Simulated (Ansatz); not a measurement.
# C3H7BS: basis-set convergence

One table from this session's results is given with a row withheld; the runs are named, their logs left out.

Method: one geometry, several basis sets; program: Ansatz 0.2.0, Gaussian basis.

Plan: PBE0-D4/def2-SVP; ωB97M-V/def2-SVP; PBE0-D4/def2-QZVPP; ωB97M-V/def2-QZVPP; the functionals' def2-TZVPP values are taken from earlier runs.

**The relaxed structure**

All runs share one geometry, relaxed beforehand with PBE0-D4 in a triple-zeta def2 set.

12 atoms, charge 0, spin multiplicity 1.

Atoms are counted from 1 here; the program's logs count them from 0.

Bond lengths: B1–C2 1.559 Å, B1–S3 2.038 Å, B1–H6 1.197 Å, B1–H7 1.197 Å, C2–S3 1.839 Å, C2–H8 1.087 Å, C2–H9 1.086 Å, S3–C4 1.754 Å, C4–C5 1.324 Å, C4–H10 1.085 Å, C5–H11 1.084 Å, C5–H12 1.083 Å. Angles: C2–B1–S3 59.7°, C2–B1–H6 119.7°, C2–B1–H7 118.8°, S3–B1–H6 109.1°, S3–B1–H7 108.1°, H6–B1–H7 120.6°, B1–C2–S3 73.2°, B1–C2–H8 120.9°, B1–C2–H9 122.6°, S3–C2–H8 108.2°, S3–C2–H9 110.0°, H8–C2–H9 112.3°, B1–S3–C2 47.1°, B1–S3–C4 102.3°, C2–S3–C4 101.4°, S3–C4–C5 122.1°, S3–C4–H10 114.8°, C5–C4–H10 123.0° and more.

Set-up of the first run:

in.yaml

```yaml
crystal:
  periodic: [false, false, false]
  atoms:
    - {symbol: B, position_ang: [-1.680049, 0.805312, -0.209718]}
    - {symbol: C, position_ang: [-1.081803, -0.153175, -1.283767]}
    - {symbol: S, position_ang: [0.328549, 0.773084, -0.553623]}
    - {symbol: C, position_ang: [0.898162, -0.360375, 0.658296]}
    - {symbol: C, position_ang: [2.167193, -0.412398, 1.031894]}
    - {symbol: H, position_ang: [-1.894692, 0.396816, 0.895022]}
    - {symbol: H, position_ang: [-2.099084, 1.871431, -0.556517]}
    - {symbol: H, position_ang: [-1.137052, 0.090791, -2.341304]}
    - {symbol: H, position_ang: [-0.954272, -1.218110, -1.112411]}
    - {symbol: H, position_ang: [0.124460, -0.974693, 1.107300]}
    - {symbol: H, position_ang: [2.927057, 0.215226, 0.580399]}
    - {symbol: H, position_ang: [2.478529, -1.089107, 1.818528]}
basis:
  gaussian: {orbitals: def2-SVP}
hamiltonian: {xc: pbe0, dispersion: d4}
output: {orbitals: {seedname: orbitals}}
```

Steps of the session up to this table: PBE0-D4 in def2-SVP; ωB97M-V in def2-SVP; PBE0-D4 in def2-QZVPP; ωB97M-V in def2-QZVPP.

One table of the session follows, with a row left open; its other results are not shown here.

It belongs to the step «Density functionals: the series». 

```
functional       basis  HOMO (eV)
   PBE0-D4    def2-SVP          ?
   PBE0-D4  def2-TZVPP      -7.35
   PBE0-D4  def2-QZVPP      -7.36
   ωB97M-V    def2-SVP      -9.45
   ωB97M-V  def2-TZVPP      -9.45
   ωB97M-V  def2-QZVPP      -9.45
```

Q: Estimate the row for PBE0-D4, def2-SVP from the others.

As computed: HOMO (eV): -7.37. In the column «HOMO (eV)» it lies between ωB97M-V, def2-QZVPP (-9.45) and PBE0-D4, def2-QZVPP (-7.36).
